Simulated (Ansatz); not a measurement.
# Rb4BaSe3: the cost of one run

Method: DFT PBE, scalar-relativistic, plane waves, PAW, unless a step names another level, in Ansatz 0.2.0.

1 further run of the same task is left out (it didn't finish). Runs told in other sessions of the task aren't counted.

## (1) The system as given

Symmetry: Imm2, No. 44, orthorhombic system. Conventional cell: a = 5.528 Å, b = 17.150 Å, c = 8.075 Å, α = 90.00°, β = 90.00°, γ = 90.00°. Around Rb (site symmetry m) lie 3 Se at 3.47 to 3.52 Å. Rb (site symmetry m) has 4 Se at 3.37 to 3.49 Å in its first shell of neighbours. Ba (site symmetry mm2) is surrounded by 4 Se at 3.19 to 3.21 Å. Se (site symmetry m) has 1 Ba at 3.19 Å and 5 Rb at 3.37 to 3.52 Å in its first shell of neighbours. Se (site symmetry mm2) has 2 Ba at 3.21 Å and 4 Rb at 3.47 to 3.49 Å in its first shell of neighbours.

Coordinates:

```
CELL_PARAMETERS angstrom
-2.76421 8.57492 4.03727
2.76421 -8.57492 4.03727
2.76421 8.57492 -4.03727
ATOMIC_POSITIONS crystal
Rb 0.60905 0.73847 0.87058
Rb 0.05134 0.23882 0.81253
Rb 0.42629 0.23882 0.18747
Rb 0.86788 0.73847 0.12942
Ba 0.27243 0.77243 0.50000
Se 0.63623 0.97693 0.65929
Se 0.31764 0.97693 0.34071
Se 0.06913 0.06913 0.00000
```

It came out lowest among 30 distinct ends of the trial cells. At a tolerance of 0.02 Å it has space group Imm2 (No. 44).

## (2) A stricter relaxation, on the response runs' mesh and smearing

input.yaml reads:

```yaml
crystal:
  lattice:
    - [-2.7642081697, 8.5749159669, 4.0372675273]
    - [2.7642081697, -8.5749159669, 4.0372675273]
    - [2.7642081697, 8.5749159669, -4.0372675273]
  atoms:
    - { symbol: Rb, position: [0.6090520995, 0.7384679922, 0.8705841073] }
    - { symbol: Rb, position: [0.0513424841, 0.2388153259, 0.8125271582] }
    - { symbol: Rb, position: [0.4262881677, 0.2388153259, 0.1874728418] }
    - { symbol: Rb, position: [0.8678838849, 0.7384679922, 0.1294158927] }
    - { symbol: Ba, position: [0.2724292947, 0.7724292947, 0.5] }
    - { symbol: Se, position: [0.6362251185, 0.9769345887, 0.6592905298] }
    - { symbol: Se, position: [0.3176440589, 0.9769345887, 0.3407094702] }
    - { symbol: Se, position: [0.0691348917, 0.0691348917, 0.0] }
basis:
  ecutwfc: 420
kpoints:
  mp_grid: { grid: [6, 6, 6] }
hamiltonian:
  xc: pbe
scf:
  occupations: { method: fixed }
output:
  forces: true
  stress: true
  eigenvalues: true
relax:
  adjacent_minimum: "off"
  f_tol: 0.001
  max_steps: 60
  cell: { stress_tol: 0.01 }
```

Started as:

```console
$ ansatz run input.yaml --threads 3 --pin off --max-ram 7680MiB --backend cpu --events-out ev --progress --plain --runs-dir out
```

**Question.** How long does this run take on 3 threads of Intel Xeon Platinum 8488C (Sapphire Rapids), shared host, and how much memory does it need?

About 1.8 min, with a peak of 1.2 GiB.
